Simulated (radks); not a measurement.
# Ionisation of K³⁺: one atom, several choices of functional

How much does the choice of functional matter for taking an electron from K³⁺? Both K³⁺ ([Ne] 3s2 3p4) and K⁴⁺ ([Ne] 3s2 3p3) are run for each choice.

The numbers are computed with radks (a radial shooting solver on a logarithmic mesh, Libxc functionals) version 1 (scalar-relativistic Kohn-Sham, spin-polarised, spherical densities, finite nucleus; open shells are filled with parallel spins first), except any that are marked as measured or tabulated.

**1. Starting point**

```
element       : potassium (Z = 19)
charge        : +3
electrons     : 16
configuration : [Ne] 3s2 3p4
ion           : K⁴⁺, [Ne] 3s2 3p3
choices       : TASK exchange with Perdew-Wang LDA correlation; BP86; exchange-only r2SCAN; SCAN; SOGGA; exchange-only LDA; RPBE; LDA (Slater exchange, VWN5 correlation)
```

The outer shells:

K³⁺
```
[Ne] core
3s [↑↓]
3p [↑↓][↑ ][↑ ]
```

K⁴⁺
```
[Ne] core
3s [↑↓]
3p [↑ ][↑ ][↑ ]
```

**2. TASK exchange with Perdew-Wang LDA correlation: K³⁺**

The run's settings:

```text
Z 19
configuration [Ne] 3s2 3p4
relativity scalar-relativistic
functional task,pw
spin polarised
nucleus finite rms 3.4349 fm
c 137.035999084
```

**3. TASK exchange with Perdew-Wang LDA correlation: K⁴⁺**

Settings, as their differences from step 2:

```diff
@@ -1,3 +1,3 @@
 Z 19
-configuration [Ne] 3s2 3p4
+configuration [Ne] 3s2 3p3
 relativity scalar-relativistic
```

**4. BP86: K³⁺**

The run's settings:

```text
Z 19
configuration [Ne] 3s2 3p4
relativity scalar-relativistic
functional b88,p86
spin polarised
nucleus finite rms 3.4349 fm
c 137.035999084
```

**5. BP86: K⁴⁺**

Settings, as their differences from step 4:

```diff
@@ -1,3 +1,3 @@
 Z 19
-configuration [Ne] 3s2 3p4
+configuration [Ne] 3s2 3p3
 relativity scalar-relativistic
```

**6. exchange-only r2SCAN: K³⁺**

The run's settings:

```text
Z 19
configuration [Ne] 3s2 3p4
relativity scalar-relativistic
functional r2scan,
spin polarised
nucleus finite rms 3.4349 fm
c 137.035999084
```

**7. exchange-only r2SCAN: K⁴⁺**

Settings, as their differences from step 6:

```diff
@@ -1,3 +1,3 @@
 Z 19
-configuration [Ne] 3s2 3p4
+configuration [Ne] 3s2 3p3
 relativity scalar-relativistic
```

**8. SCAN: K³⁺**

The run's settings:

```text
Z 19
configuration [Ne] 3s2 3p4
relativity scalar-relativistic
functional scan,scan
spin polarised
nucleus finite rms 3.4349 fm
c 137.035999084
```

**9. SCAN: K⁴⁺**

Settings, as their differences from step 8:

```diff
@@ -1,3 +1,3 @@
 Z 19
-configuration [Ne] 3s2 3p4
+configuration [Ne] 3s2 3p3
 relativity scalar-relativistic
```

**10. SOGGA: K³⁺**

The run's settings:

```text
Z 19
configuration [Ne] 3s2 3p4
relativity scalar-relativistic
functional sogga,pbe
spin polarised
nucleus finite rms 3.4349 fm
c 137.035999084
```

**11. SOGGA: K⁴⁺**

Settings, as their differences from step 10:

```diff
@@ -1,3 +1,3 @@
 Z 19
-configuration [Ne] 3s2 3p4
+configuration [Ne] 3s2 3p3
 relativity scalar-relativistic
```

**12. exchange-only LDA: K³⁺**

The run's settings:

```text
Z 19
configuration [Ne] 3s2 3p4
relativity scalar-relativistic
functional lda,
spin polarised
nucleus finite rms 3.4349 fm
c 137.035999084
```

**13. exchange-only LDA: K⁴⁺**

Settings, as their differences from step 12:

```diff
@@ -1,3 +1,3 @@
 Z 19
-configuration [Ne] 3s2 3p4
+configuration [Ne] 3s2 3p3
 relativity scalar-relativistic
```

**14. RPBE: K³⁺**

The run's settings:

```text
Z 19
configuration [Ne] 3s2 3p4
relativity scalar-relativistic
functional rpbe,pbe
spin polarised
nucleus finite rms 3.4349 fm
c 137.035999084
```

**15. RPBE: K⁴⁺**

Settings, as their differences from step 14:

```diff
@@ -1,3 +1,3 @@
 Z 19
-configuration [Ne] 3s2 3p4
+configuration [Ne] 3s2 3p3
 relativity scalar-relativistic
```

**16. LDA (Slater exchange, VWN5 correlation): K³⁺**

The run's settings:

```text
Z 19
configuration [Ne] 3s2 3p4
relativity scalar-relativistic
functional lda,vwn5
spin polarised
nucleus finite rms 3.4349 fm
c 137.035999084
```

**17. LDA (Slater exchange, VWN5 correlation): K⁴⁺**

Settings, as their differences from step 16:

```diff
@@ -1,3 +1,3 @@
 Z 19
-configuration [Ne] 3s2 3p4
+configuration [Ne] 3s2 3p3
 relativity scalar-relativistic
```

**Question.** What will these runs give? Wanted: for each run, functional; E(K³⁺); Δ-SCF; −ε(HOMO); <r> HOMO; error.

**Answer**, as computed:

| functional | E(K³⁺) (hartree) | Δ-SCF (eV) | −ε(HOMO) (eV) | <r> HOMO (bohr) | error (eV) |
| --- | --- | --- | --- | --- | --- |
| TASK exchange with Perdew-Wang LDA correlation | -599.03077 | 60.345 | 53.378 | 1.306 | -0.57 |
| BP86 | -599.34691 | 60.881 | 53.307 | 1.300 | -0.04 |
| exchange-only r2SCAN | -598.62174 | 58.761 | 51.707 | 1.311 | -2.16 |
| SCAN | -599.33895 | 60.291 | 53.081 | 1.304 | -0.63 |
| SOGGA | -598.16776 | 60.484 | 52.981 | 1.301 | -0.43 |
| exchange-only LDA | -596.19679 | 58.820 | 51.395 | 1.307 | -2.10 |
| RPBE | -599.24602 | 60.570 | 53.091 | 1.304 | -0.35 |
| LDA (Slater exchange, VWN5 correlation) | -597.54692 | 61.028 | 53.399 | 1.301 | +0.11 |

In words: The NIST Atomic Spectra Database lists 60.92 eV (semi-empirical). The smallest miss is that of BP86 (-0.04 eV), the largest that of exchange-only r2SCAN (-2.16 eV). The ionisation energies span 2.27 eV, the total energies of K³⁺ 85.7 eV: most of the change in the total cancels in the difference. Open shells are spherical and high-spin; term and fine-structure splittings are not resolved.
